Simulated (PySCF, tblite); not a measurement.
# C22H14: electronic excitations, NMR shifts, part 2 of 2

tblite 0.8.0 and PySCF 2.14.0. Atoms count from 0. The steps go on from the part before.

## Step 5: NMR shifts: GIAO KT3/pcSseg-1

What the job is given:

```
{"job": {"kind": "nmr", "basis": "pcSseg-1", "pop": false, "xc": "KT3"}, "charge": 0, "multiplicity": 1}
C      3.484176     2.109876    -0.550965
C      2.174297     2.298456    -1.002397
C      1.237011     1.309974    -0.847414
C      1.558612     0.088086    -0.226281
C      2.915802    -0.144028     0.104763
C      3.850575     0.897455    -0.029942
C      3.328409    -1.444061     0.501053
C      2.463322    -2.483531     0.432647
C      1.092134    -2.277434     0.122429
C      0.226146    -3.382522    -0.044912
C     -1.069869    -3.191359    -0.407429
C     -1.627593    -1.891956    -0.408803
C     -3.001140    -1.703138    -0.720543
C     -3.576206    -0.480284    -0.631907
C     -2.856561     0.609272    -0.072680
C     -3.501829     1.824152     0.217372
C     -2.851385     2.823955     0.890095
C     -1.544520     2.614390     1.340325
C     -0.882606     1.452923     1.036969
C     -1.490542     0.446006     0.263389
C     -0.821626    -0.781649    -0.082767
C      0.596633    -0.966975    -0.037682
H      4.207159     2.907170    -0.645042
H      1.903673     3.227187    -1.483811
H      0.238842     1.461886    -1.228135
H      4.873836     0.711651     0.264560
H      4.360020    -1.593243     0.784280
H      2.795528    -3.493191     0.627496
H      0.630108    -4.378582     0.065647
H     -1.709812    -4.029294    -0.644583
H     -3.573462    -2.561511    -1.042962
H     -4.607086    -0.325556    -0.915463
H     -4.533821     1.943074    -0.080749
H     -3.351948     3.757108     1.103237
H     -1.057318     3.371491     1.937123
H      0.114692     1.295955     1.417759
```

With the program's defaults for keys left out, this is: GIAO KT3/pcSseg-1 NMR shielding, non-relativistic, gas phase.

Log:

```text
start: PBE on a coarse grid of 30606 points
cycle   1  E = -845.2651606056  dE =  3.773e+00  |g| = 7.871e-01  |ddm| = 7.144e+00
cycle   2  E = -845.1694362070  dE =  9.572e-02  |g| = 9.954e-01  |ddm| = 2.686e+00
cycle   3  E = -845.4383408130  dE = -2.689e-01  |g| = 1.748e-01  |ddm| = 1.713e+00
cycle   4  E = -845.4436634088  dE = -5.323e-03  |g| = 1.037e-01  |ddm| = 3.618e-01
cycle   5  E = -845.4467909152  dE = -3.128e-03  |g| = 3.112e-02  |ddm| = 1.929e-01
cycle   6  E = -845.4470167462  dE = -2.258e-04  |g| = 1.338e-02  |ddm| = 5.046e-02
cycle   7  E = -845.4470568798  dE = -4.013e-05  |g| = 6.822e-03  |ddm| = 2.290e-02
final grid: 284956 points
cycle   8  E = -860.8277103899  dE = -5.086e-02  |g| = 2.850e-02  |ddm| = 1.610e+00
cycle   9  E = -860.8268503896  dE =  8.600e-04  |g| = 5.984e-02  |ddm| = 1.390e-01
cycle  10  E = -860.8278854008  dE = -1.035e-03  |g| = 1.531e-02  |ddm| = 1.014e-01
cycle  11  E = -860.8279393596  dE = -5.396e-05  |g| = 7.714e-03  |ddm| = 2.916e-02
cycle  12  E = -860.8279546304  dE = -1.527e-05  |g| = 1.868e-03  |ddm| = 1.185e-02
cycle  13  E = -860.8279545560  dE =  7.439e-08  |g| = 7.154e-04  |ddm| = 3.621e-03
cycle  14  E = -860.8279525423  dE =  2.014e-06  |g| = 2.177e-04  |ddm| = 1.224e-03
cycle  15  E = -860.8279557621  dE = -3.220e-06  |g| = 1.029e-04  |ddm| = 4.299e-04
cycle  16  E = -860.8279558735  dE = -1.114e-07  |g| = 2.610e-05  |ddm| = 2.506e-04
converged SCF energy = -860.8279558735

GIAO shielding tensors (ppm)
atom      isotropic    diamagn.    paramagn.     s11        s22        s33       span
  0 C       64.281     253.175    -188.894    -32.172     53.657    171.359    203.532
  1 C       66.254     251.947    -185.693    -29.538     57.102    171.199    200.737
  2 C       60.710     252.180    -191.470    -30.030     42.427    169.733    199.763
  3 C       61.779     256.749    -194.970     -8.182     12.666    180.853    189.036
  4 C       60.483     251.741    -191.259     -5.598      0.966    186.080    191.678
  5 C       63.222     243.655    -180.434    -26.175     59.109    156.730    182.905
  6 C       62.872     247.942    -185.070    -25.499     60.189    153.927    179.426
  7 C       64.591     246.883    -182.292    -23.449     63.825    153.398    176.847
  8 C       60.956     254.848    -193.892     -6.469      6.292    183.045    189.514
  9 C       63.531     247.905    -184.374    -23.990     61.382    153.201    177.191
 10 C       63.505     247.965    -184.461    -24.025     61.389    153.151    177.176
 11 C       60.891     254.836    -193.945     -6.537      6.211    183.000    189.537
 12 C       64.554     246.876    -182.322    -23.475     63.802    153.334    176.809
 13 C       62.839     247.957    -185.118    -25.532     60.169    153.878    179.410
 14 C       60.484     251.656    -191.171     -5.592      0.987    186.059    191.651
 15 C       63.244     243.693    -180.449    -26.162     59.112    156.782    182.944
 16 C       64.327     253.173    -188.846    -32.140     53.716    171.406    203.545
 17 C       66.304     251.934    -185.630    -29.475     57.103    171.284    200.760
 18 C       60.756     252.162    -191.406    -29.993     42.494    169.767    199.760
 19 C       61.764     256.749    -194.985     -8.221     12.646    180.867    189.088
 20 C       65.350     249.195    -183.845      1.664     15.670    178.716    177.052
 21 C       65.363     249.185    -183.822      1.677     15.660    178.753    177.076
 22 H       24.208      28.351      -4.143     19.963     26.054     26.608      6.645
 23 H       24.509      31.929      -7.420     19.690     25.038     28.799      9.109
 24 H       23.197      35.752     -12.556     15.523     22.398     31.670     16.147
 25 H       23.864      31.017      -7.153     18.842     25.013     27.738      8.895
 26 H       23.867      31.660      -7.793     18.571     25.329     27.702      9.131
 27 H       23.915      32.040      -8.125     18.221     25.578     27.946      9.725
 28 H       23.912      32.366      -8.454     18.186     25.573     27.976      9.790
 29 H       23.909      32.358      -8.449     18.185     25.569     27.972      9.788
 30 H       23.911      32.032      -8.122     18.218     25.575     27.939      9.722
 31 H       23.864      31.648      -7.785     18.565     25.328     27.699      9.133
 32 H       23.867      31.012      -7.146     18.846     25.016     27.739      8.893
 33 H       24.212      28.365      -4.154     19.965     26.057     26.612      6.647
 34 H       24.517      31.943      -7.426     19.695     25.044     28.811      9.116
 35 H       23.197      35.756     -12.559     15.525     22.400     31.667     16.141
```

Run time: 53 s. Hardware: 1 thread of Arm Neoverse V2, shared host; peak memory 0.68 GiB.

Shifts follow as δ = σ(reference) − σ, with reference shieldings (ppm) from runs at the same level and on the same kind of geometry: ¹H TMS 31.76, ¹³C TMS 184.7. The references are single molecules in the gas phase. Atoms listed in one row are averaged.

```
   atoms                  environment  σ (ppm)  δ (ppm)
 C4, C14  ring-fusion aromatic carbon     60.5    124.2
 C2, C18                  aromatic CH     60.7    124.0
 C8, C11  ring-fusion aromatic carbon     60.9    123.8
 C3, C19  ring-fusion aromatic carbon     61.8    123.0
 C6, C13                  aromatic CH     62.9    121.9
 C5, C15                  aromatic CH     63.2    121.5
 C9, C10                  aromatic CH     63.5    121.2
 C0, C16                  aromatic CH     64.3    120.4
 C7, C12                  aromatic CH     64.6    120.1
C20, C21  ring-fusion aromatic carbon     65.4    119.4
 C1, C17                  aromatic CH     66.3    118.4
H24, H35   hydrogen on an aromatic CH    23.20     8.56
H26, H31   hydrogen on an aromatic CH    23.87     7.89
H25, H32   hydrogen on an aromatic CH    23.87     7.89
H28, H29   hydrogen on an aromatic CH    23.91     7.85
H27, H30   hydrogen on an aromatic CH    23.91     7.85
H22, H33   hydrogen on an aromatic CH    24.21     7.55
H23, H34   hydrogen on an aromatic CH    24.51     7.25
```

Ring of atoms C0, C1, C2, C3, C4, C5: NICS(0) -8.4, NICS(1) -10.6, NICS(1)zz -26.2 ppm (means of both faces; NICS(1) differs between them: -11.8 and -9.4).

Ring of atoms C3, C4, C6, C7, C8, C21: NICS(0) -6.5, NICS(1) -9.4, NICS(1)zz -22.1 ppm (means of both faces; NICS(1) differs between them: -10.5 and -8.4).

Ring of atoms C8, C9, C10, C11, C20, C21: NICS(0) -6.5, NICS(1) -9.5, NICS(1)zz -22.1 ppm (means of both faces).

## Step 6: Summary of results

What follows sums up all 2 parts.

```
                                                              quantity                                                                            value
                             strongest single infrared mode (GFN2-xTB)                                                            3086 cm⁻¹, 141 km/mol
                                          zero-point energy (GFN2-xTB)                                                                   175.0 kcal/mol
                                     lowest singlet (BHandHLYP/6-31G*)                                                      3.92 eV (317 nm), f = 0.001
                              brightest single state of those computed                                                      state 8, 5.51 eV, f = 0.711
                                                        lowest triplet                                                                          2.73 eV
¹³C shifts against TMS (KT3/pcSseg-1, means over atoms taken as alike)  124.2, 124.0, 123.8, 123.0, 121.9, 121.5, 121.2, 120.4, 120.1, 119.4, 118.4 ppm
 ¹H shifts against TMS (KT3/pcSseg-1, means over atoms taken as alike)                                     8.56, 7.89, 7.89, 7.85, 7.85, 7.55, 7.25 ppm
```

No mode is imaginary among the 102: a minimum at this level. GFN2-xTB is a fitted tight-binding method: band positions and strengths are rough. Its intensities can rank the bands wrongly. The first singlet state (HOMO→LUMO 0.52, HOMO−1→LUMO+1 0.42) lies at 3.92 eV and is dark; of the 8 states computed, the strongest absorption comes from state 8 at 5.51 eV (the last computed, so partners may be missing). The lowest triplet lies 1.19 eV below the lowest singlet. NICS(1)zz of -26 ppm above the planar ring from C0 marks a diatropic (aromatic) ring current.
